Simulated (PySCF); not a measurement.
**CH₇B₂N: electronic excitations and core binding energies**

Aim: predict the electronic excitations and core binding energies of CH₇B₂N (`BN(B)C`).

Programs: PySCF 2.14.0, with density-fitted response routines of our own. Each step states its level of theory. These are calculated values for one molecule in the gas phase, unless marked as measured. Atoms are numbered from 0 throughout.

### Step 1. The starting structure

11 atoms, charge 0, multiplicity 1; geometry from: GFN2-xTB.

Bonds of the start (Å): B0–N1 1.41, N1–B2 1.41, N1–C3 1.46, B0–H4 1.17, B0–H5 1.17, B2–H6 1.17, B2–H7 1.17, C3–H8 1.09, C3–H9 1.09, C3–H10 1.09.

### Step 2. Ultraviolet spectrum: wB97X-D/def2-SVPD

What the job is given:

```
{"job": {"kind": "uv", "xc": "wB97X-D", "basis": "def2-SVPD", "nstates": 8, "ntriplets": 3}, "charge": 0, "multiplicity": 1}
B      0.193106     1.419206     0.456486
N      0.138752     0.095048    -0.027380
B      1.236250    -0.547203    -0.641837
C     -1.098988    -0.665187     0.132485
H      1.185302     2.026277     0.354536
H     -0.757762     1.895689     0.950863
H      1.119560    -1.648539    -1.027789
H      2.244991     0.028315    -0.760835
H     -1.030829    -1.311368     1.010980
H     -1.946816     0.004596     0.265505
H     -1.278143    -1.294162    -0.738978
```

Level: TDDFT wB97X-D/def2-SVPD, vertical, gas phase, core orbitals frozen in the response.

What it wrote:

```text
coarse grid: 8664 points
cycle   1  E = -146.6176580533  dE =  2.837e-01  |g| = 2.434e-01  |ddm| = 4.422e+00
cycle   2  E = -146.6278941898  dE = -1.024e-02  |g| = 1.923e-01  |ddm| = 6.188e-01
cycle   3  E = -146.6351071000  dE = -7.213e-03  |g| = 4.579e-02  |ddm| = 2.175e-01
cycle   4  E = -146.6356386087  dE = -5.315e-04  |g| = 6.083e-03  |ddm| = 8.202e-02
cycle   5  E = -146.6356491446  dE = -1.054e-05  |g| = 1.567e-03  |ddm| = 1.825e-02
cycle   6  E = -146.6356498430  dE = -6.984e-07  |g| = 5.077e-04  |ddm| = 4.508e-03
final grid: 82224 points
cycle   7  E = -146.6557535778  dE = -5.040e-05  |g| = 4.937e-03  |ddm| = 9.812e-02
cycle   8  E = -146.6557533908  dE =  1.869e-07  |g| = 5.487e-03  |ddm| = 1.393e-02
cycle   9  E = -146.6557594972  dE = -6.106e-06  |g| = 2.570e-04  |ddm| = 4.741e-03
cycle  10  E = -146.6557595358  dE = -3.857e-08  |g| = 9.531e-05  |ddm| = 1.502e-03
cycle  11  E = -146.6557595387  dE = -2.910e-09  |g| = 2.918e-05  |ddm| = 2.139e-04
cycle  12  E = -146.6557595391  dE = -4.130e-10  |g| = 7.003e-06  |ddm| = 9.022e-05
converged SCF energy = -146.6557595391

Static polarisability (au): isotropic 49.022, principal 37.508 53.126 56.432

Singlet excitations
state   eV       nm        f      main configurations
  1   6.3371    195.6   0.00085   H-1->L 0.92
  2   6.6065    187.7   0.17885   H->L 0.96
  3   6.6890    185.4   0.00397   H-2->L 0.84, H-1->L+2 0.12
  4   7.8189    158.6   0.02733   H-3->L 0.91
  5   8.3587    148.3   0.00003   H-1->L+2 0.71, H-2->L 0.11, H-5->L 0.10
  6   8.4034    147.5   0.11691   H->L+2 0.72, H->L+1 0.23
  7   8.5540    144.9   0.02393   H->L+1 0.62, H->L+2 0.24
  8   8.8561    140.0   0.00110   H-2->L+2 0.87

Triplet excitations (Tamm-Dancoff, eV): 5.5437 5.8175 6.1930
```

It took 12 s on 1 thread, shared host.

Frontier orbitals and where they lie:

```
orbital      eV                      atoms
 HOMO−3  -12.35  N1 22 %, C3 19 %, B2 14 %
 HOMO−2  -11.44  B2 20 %, B0 18 %, N1 14 %
 HOMO−1  -10.99  B0 24 %, B2 22 %, H5 14 %
   HOMO  -10.60  N1 48 %, C3 16 %, B0 10 %
   LUMO    0.63  B2 32 %, B0 30 %, N1 15 %
 LUMO+1    2.08   B2 36 %, B0 36 %, C3 7 %
 LUMO+2    2.25  B0 24 %, B2 21 %, N1 20 %
```

With each of the 8 states as a Gaussian band of 0.4 eV half-width at 1/e, the curve within the window shown has maxima at 187 nm (ε 7,400), 147 nm (ε 5,700) L/(mol cm). Beyond the last state computed it falls off for lack of states. The curve at chosen wavelengths:

nm, ε (L/mol/cm) and a bar:
```
      135        263 #
      138       1086 ####
      141       2841 ###########
      145       5343 ######################
      148       5612 #######################
      151       4443 ##################
      154       2989 ############
      157       1974 ########
      161       1179 #####
      164        763 ###
      167        531 ##
      170        637 ##
      173       1256 #####
      177       3018 ############
      180       4797 ####################
      183       6419 ##########################
      186       7330 ##############################
      189       7244 ##############################
      193       5826 ########################
      196       4319 ##################
      199       2884 ############
      202       1752 #######
      205        977 ####
      209        398 #
      212        188 
      215         83
```

Ground-state properties from the same run:

```
           property  computed
  dipole moment (D)      1.43
polarisability (Å³)      7.26
 HOMO–LUMO gap (eV)     11.24
      −ε(HOMO) (eV)     10.60
```

### Step 3. X-ray photoelectron lines: SCAN, X2C

The job, as its differences from that of step 2:

```diff
@@ -1,2 +1,2 @@
-{"job": {"kind": "uv", "xc": "wB97X-D", "basis": "def2-SVPD", "nstates": 8, "ntriplets": 3}, "charge": 0, "multiplicity": 1}
+{"job": {"kind": "xps"}, "charge": 0, "multiplicity": 1}
 B      0.193106     1.419206     0.456486
```

Level: delta-SCF UKS SCAN, pcX-2 on the ionised atom, pcseg-1 elsewhere, spin-free X2C.

What it wrote:

```text
ground state, core basis on atom 0 (B), 122 functions
  cycle   1  E = -146.72668956  |g| = 3.23e-01
  cycle   2  E = -146.71391715  |g| = 4.08e-01
  cycle   3  E = -146.75441164  |g| = 1.09e-01
  cycle   4  E = -146.75718450  |g| = 2.08e-02
  cycle   5  E = -146.75728544  |g| = 6.51e-03
  cycle   6  E = -146.75729499  |g| = 2.02e-03
  cycle   7  E = -146.75729623  |g| = 2.98e-04
  E(ground) = -146.76513170 Eh
hole in B 1s of atom 0
  cycle   1  E = -139.15538586  |g| = 1.16e+00
  cycle   2  E = -137.36348296  |g| = 1.80e+00
  cycle   3  E = -139.32268445  |g| = 5.84e-01
  cycle   4  E = -139.55150878  |g| = 1.54e-01
  cycle   5  E = -139.55278368  |g| = 1.47e-01
  cycle   6  E = -139.56190337  |g| = 5.74e-02
  cycle   7  E = -139.56382702  |g| = 1.19e-02
  cycle   8  E = -139.56410388  |g| = 9.20e-03
  cycle   9  E = -139.56432207  |g| = 6.70e-03
  cycle  10  E = -139.56445857  |g| = 3.63e-03
  cycle  11  E = -139.56449164  |g| = 1.72e-03
  cycle  12  E = -139.56449774  |g| = 1.04e-03
  cycle  13  E = -139.56449974  |g| = 3.66e-04
  E(ion) = -139.57246287 Eh   <S^2> = 0.8856   hole on atom = 1.000   binding energy = 195.722 eV
ground state, core basis on atom 1 (N), 122 functions
  cycle   1  E = -146.77602531  |g| = 7.18e-02
  cycle   2  E = -146.77602572  |g| = 9.45e-03
  cycle   3  E = -146.77600462  |g| = 1.28e-02
  cycle   4  E = -146.77604739  |g| = 2.18e-03
  cycle   5  E = -146.77604907  |g| = 4.24e-04
  E(ground) = -146.78132216 Eh
hole in N 1s of atom 1
  cycle   1  E = -131.17432599  |g| = 1.87e+00
  cycle   2  E = -130.49438985  |g| = 2.12e+00
  cycle   3  E = -131.83309217  |g| = 3.90e-01
  cycle   4  E = -131.88198700  |g| = 7.56e-02
  cycle   5  E = -131.88396858  |g| = 1.52e-02
  cycle   6  E = -131.88405923  |g| = 8.22e-03
  cycle   7  E = -131.88409647  |g| = 2.01e-03
  cycle   8  E = -131.88409838  |g| = 7.99e-04
  cycle   9  E = -131.88409853  |g| = 1.45e-04
  E(ion) = -131.88749079 Eh   <S^2> = 0.7664   hole on atom = 1.000   binding energy = 405.282 eV
ground state, core basis on atom 3 (C), 122 functions
  cycle   1  E = -146.76338631  |g| = 5.66e-02
  cycle   2  E = -146.76333589  |g| = 1.93e-02
  cycle   3  E = -146.76325300  |g| = 2.69e-02
  cycle   4  E = -146.76342393  |g| = 2.69e-03
  cycle   5  E = -146.76342521  |g| = 1.69e-04
  E(ground) = -146.77045607 Eh
hole in C 1s of atom 3
  cycle   1  E = -135.48896706  |g| = 1.50e+00
  cycle   2  E = -134.69559677  |g| = 1.89e+00
  cycle   3  E = -135.98940303  |g| = 3.49e-01
  cycle   4  E = -136.02903934  |g| = 1.73e-01
  cycle   5  E = -136.04053220  |g| = 6.58e-02
  cycle   6  E = -136.04224384  |g| = 1.19e-02
  cycle   7  E = -136.04233456  |g| = 4.67e-03
  cycle   8  E = -136.04235678  |g| = 1.86e-03
  cycle   9  E = -136.04236195  |g| = 7.13e-04
  cycle  10  E = -136.04236271  |g| = 2.27e-04
  E(ion) = -136.04839413 Eh   <S^2> = 0.7714   hole on atom = 1.000   binding energy = 291.762 eV
```

Wall time 17 s (1 thread, shared host).

Binding energies by hole, beside the orbital energy of the ground state; the difference holds orbital relaxation and, for a density functional, its self-interaction error:

```
     hole  stands for                environment          ΔSCF (eV)  −ε (eV)   ⟨S²⟩
B1s on B0      B0, B2     boron bonded to N, 2 H  195.72 (doubtful)    179.9  0.886
N1s on N1          N1  nitrogen bonded to C, 2 B             405.28    386.4  0.766
C1s on C3          C3  methyl carbon bonded to N             291.76    274.4  0.771
```

Each hole run stands for the others of its class of like atoms.

Doubtful: the ion did not converge, its hole moved, or its ⟨S²⟩ is well above 0.75.

### Step 4. Results

| quantity | value |
| --- | --- |
| lowest singlet (wB97X-D/def2-SVPD) | 6.34 eV (196 nm), f = 0.001 |
| brightest single state of those computed | state 2, 6.61 eV, f = 0.179 |
| lowest triplet | 5.54 eV |
| N1s binding energies, SCAN/pcX-2 | N1 405.28 eV |
| C1s binding energies, SCAN/pcX-2 | C3 291.76 eV |

The first singlet state (HOMO−1→LUMO 0.92) lies at 6.34 eV and is dark; of the 8 states computed, the strongest absorption comes from state 2 at 6.61 eV. The lowest triplet lies 0.79 eV below the lowest singlet (triplets in Tamm-Dancoff, singlets in full TDDFT).
